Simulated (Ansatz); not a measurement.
# singlet [SiF3]− at 6 levels

Aim: a comparison of 6 runs (HF/STO-3G, B2PLYP/STO-3G, HSE06/STO-3G, PBE/STO-3G, r2SCAN0/STO-3G, CCSDT/STO-3G) of singlet [SiF3]−. 

The calculation is run with Ansatz 0.2.0.

9 further runs of the same task are left out: 7 that didn't finish, 2 set aside as unsound or not needed.

## 1. The molecule

[SiF3]− has 4 atoms, charge -1, and is taken as a singlet. SMILES of the parent species: `F[Si](F)F`. The shape is that of a PBE0-D4/def2-TZVP optimisation. That shape belongs to the parent species and isn't relaxed for this state.

Bond lengths: F1–Si2 1.581 Å, Si2–F3 1.581 Å, Si2–F4 1.581 Å. Angles: F1–Si2–F3 107.9°, F1–Si2–F4 107.9°, F3–Si2–F4 107.9°.

## 2. A single-point energy at HF/STO-3G (run 1)

run.yaml

```yaml
crystal:
  periodic: [false, false, false]
  atoms:
    - symbol: F
      position_ang: [0.784850, -0.507040, 1.151700]
    - symbol: Si
      position_ang: [-0.282750, 0.213060, 0.234280]
    - symbol: F
      position_ang: [-0.994260, -0.892250, -0.644340]
    - symbol: F
      position_ang: [0.492160, 1.186230, -0.741640]
basis:
  gaussian:
    orbitals: STO-3G
total_charge: -1
hamiltonian:
  xc: hf
accuracy: high
```

On the command line:

```console
$ ansatz run run.yaml --threads 1 --pin off --max-ram 3480MiB --events-out events.jsonl --progress --plain --runs-dir runs
```

Output:

```text
Warning: RAYON_NUM_THREADS=1 ignored (pool sized by the plan → 1); use --threads N
Functional definition: HF
  name "HF"
  exchange = exact_x
  correlation = 0
460 factors; integrals over basis functions are off by at most 3.1e-8 eV
mean field evaluation 1: about -15768.6650 eV, gradient 1.5e1 eV
mean field evaluation 2: about -15768.7750 eV, gradient 1.5e1 eV
mean field evaluation 4: about -15769.9084 eV, gradient 1.1e0 eV
mean field evaluation 8: about -15769.9199 eV, gradient 3.0e-6 eV
mean field -15769.91988811 eV, -579.5338666523 hartree, gradient 2.8e-8 eV, S^2 0.000000; 0 other end points of the search recorded, 0 dependent functions left out
reference -15769.91988811 eV, -579.5338666523 hartree; 21, 21 occupied and 3, 3 virtual orbitals, 460 factors
Total energy: -15769.91988811 eV, -579.5338666523 hartree
```

Run time: 0.2 s. Hardware: 1 thread of Intel Xeon Platinum 8375C at 2.90GHz (Ice Lake), shared host.

## 3. A single-point energy at B2PLYP/STO-3G (run 2)

Changes to run.yaml since step 2:

```diff
@@ -16,3 +16,5 @@
 hamiltonian:
-  xc: hf
+  xc: {name: B2PLYP}
+correlation:
+  frozen_orbitals: {F: 1, Si: 5}
 accuracy: high
```

On the command line:

```console
$ ansatz run run.yaml --threads 1 --pin off --max-ram 3480MiB --events-out events.jsonl --progress --plain --runs-dir runs
```

Output, cut to the lines that bear on the results:

```text
Warning: RAYON_NUM_THREADS=1 ignored (pool sized by the plan → 1); use --threads N
Functional definition: B2PLYP
  name "B2PLYP"
[...]
460 factors; integrals over basis functions are off by at most 3.1e-8 eV
[...]
mean field -15799.70214674 eV, -580.6283444699 hartree, gradient 1.7e-8 eV, S^2 0.000000; 0 other end points of the search recorded, 0 dependent functions left out
8 core orbitals not correlated: weight in the atoms' cores, before any rotation towards them, 1.000 or more for the frozen orbitals, at most 0.000 for the correlated occupied ones
reference -15799.70215981 eV, -580.6283449501 hartree; 13, 13 occupied and 3, 3 virtual orbitals, 460 factors
second order -2.30613407 eV of doubles, -0.00000000 eV of singles
Total energy: -15800.32481600 eV, -580.6512271433 hartree
```

It took 1.4 s on 1 thread of Intel Xeon Platinum 8375C at 2.90GHz (Ice Lake), shared host; peak memory 0.12 GiB.

Runs 3 to 5 aren't shown in full; the table further down has their settings and results.

## 4. The energy at CCSDT/STO-3G (run 6)

molecule.yaml

```yaml
crystal:
  periodic: [false, false, false]
  atoms:
    - {symbol: F, position_ang: [0.784850, -0.507040, 1.151700]}
    - {symbol: Si, position_ang: [-0.282750, 0.213060, 0.234280]}
    - {symbol: F, position_ang: [-0.994260, -0.892250, -0.644340]}
    - {symbol: F, position_ang: [0.492160, 1.186230, -0.741640]}
basis:
  gaussian: {orbitals: STO-3G}
total_charge: -1
correlation: {method: ccsdt, frozen_orbitals: {F: 1, Si: 5}}
accuracy: high
scf: {omitted_lower_state_checks: [cluster_reference, increment]}
```

On the command line:

```console
$ ansatz run molecule.yaml --threads 1 --pin off --max-ram 3480MiB --events-out events.jsonl --progress --plain --runs-dir runs
```

Output, cut to the lines that bear on the results:

```text
Warning: RAYON_NUM_THREADS=1 ignored (pool sized by the plan → 1); use --threads N
[... 2 set-up lines as earlier in the session ...]
[...]
460 factors; integrals over basis functions are off by at most 3.1e-8 eV
[...]
mean field -15769.91988811 eV, -579.5338666523 hartree, gradient 2.8e-8 eV, S^2 0.000000; 0 other end points of the search recorded, 0 dependent functions left out
8 core orbitals not correlated: weight in the atoms' cores, before any rotation towards them, 1.000 or more for the frozen orbitals, at most 0.000 for the correlated occupied ones
reference -15769.91988811 eV, -579.5338666523 hartree; 13, 13 occupied and 3, 3 virtual orbitals, 460 factors
second order -1.51236206 eV of doubles, -0.00000000 eV of singles
cycle   1  -1.67238285 eV  change   -1.6e-1 eV  update   6.4e-2
[...]
cycle  20  -1.92704224 eV  change   -1.8e-9 eV  update   1.1e-9
Total energy: -15771.84693034 eV, -579.6046841483 hartree
Checks for a lower state left out: cluster_reference, increment
```

Wall time 1.1 s (1 thread of Intel Xeon Platinum 8375C at 2.90GHz (Ice Lake), shared host).

## 5. Overview of the runs

| run | level | frozen core orbitals | energy (Eh) | wall time |
| --- | --- | --- | --- | --- |
| 1 | HF/STO-3G | – | -579.533867 | 0.2 s |
| 2 | B2PLYP/STO-3G | 8 | -580.651227 | 1.4 s |
| 3 | HSE06/STO-3G | – | -580.751232 | 1.5 s |
| 4 | PBE/STO-3G | – | -580.656009 | 1.1 s |
| 5 | r2SCAN0/STO-3G | – | -581.027071 | 2.6 s |
| 6 | CCSDT/STO-3G | 8 | -579.604684 | 1.1 s |

## 6. Results

```
                                          quantity          value
                               run 6: total energy  -579.60468 Eh
run 6: correlation energy (8 core orbitals frozen)      -70.8 mEh
                              run 6: T1 diagnostic          0.009
```

Totals of different functionals can't be ranked against each other. In runs 1, 2, 3, 4, 5, 6 the basis is minimal, so the values are rough. All runs together took 7.9 s, the longest 2.6 s.
